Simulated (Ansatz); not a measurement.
**GaH₂O− (SMILES [O-][GaH2]): one structure at several levels**

The task here is to estimate one member of a computed series from the others.

Computed with Ansatz 0.2.0, Gaussian basis. Level: single points in def2-TZVPPD.

Cores are frozen in the correlated methods. Filled d shells of the heavier atoms are correlated.

### The system as given

SMILES `[O-][GaH2]`, 4 atoms, charge -1, spin multiplicity 1.

Atoms are counted from 1 here; the program's logs count them from 0.

Bond lengths: O1–Ga2 1.664 Å, Ga2–H3 1.617 Å, Ga2–H4 1.549 Å. Angles: O1–Ga2–H3 123.0°, O1–Ga2–H4 126.7°, H3–Ga2–H4 110.3°.

Geometry (Å):

```xyz
4
GaH2O
O    -0.98890   -0.45900    1.33000
Ga   -0.01990   -0.01340    0.05240
H    -0.53460   -0.00310   -1.48040
H     1.43990    0.49900    0.13220
```

Set-up of the first run:

File run/in.yaml:

```yaml
crystal:
  periodic: [false, false, false]
  atoms:
    - {symbol: O, position_ang: [-0.988900, -0.459000, 1.330000]}
    - {symbol: Ga, position_ang: [-0.019900, -0.013400, 0.052400]}
    - {symbol: H, position_ang: [-0.534600, -0.003100, -1.480400]}
    - {symbol: H, position_ang: [1.439900, 0.499000, 0.132200]}
basis:
  gaussian: {orbitals: "def2-TZVPPD.json"}
total_charge: -1
correlation: {method: ccsd_t}
output: {forces: true}
```

The basis file named in the input lies beside it (Basis Set Exchange, JSON).

The command line of these runs was not kept.

Among the steps run: CCSD(T)/def2-TZVPPD; PBE0-D4/def2-TZVPPD; wB97M-V/def2-TZVPPD; r2SCAN-D4/def2-TZVPPD; PBE-D4/def2-TZVPPD; SPW92/def2-TZVPPD; BHLYP-D4/def2-TZVPPD.

One of the session's tables, all rows but one given; the rest of the session is left out.

| method | RMS force component (eV/Å) | angle to CCSD(T) forces (°) |
| --- | --- | --- |
| CCSD(T) | 0.891 | reference |
| PBE0-D4 | 0.718 | 8.0 |
| wB97M-V | 0.738 | 4.4 |
| r2SCAN-D4 | ? | ? |
| PBE-D4 | 0.948 | 4.2 |
| SPW92 | 0.634 | 7.3 |
| BHLYP-D4 | 0.625 | 10.9 |

Estimate the missing values for r2SCAN-D4.

As computed: RMS force component (eV/Å): 0.749; angle to CCSD(T) forces (°): 3.6. In the column «RMS force component (eV/Å)» it lies between wB97M-V (0.738) and CCSD(T) (0.891).
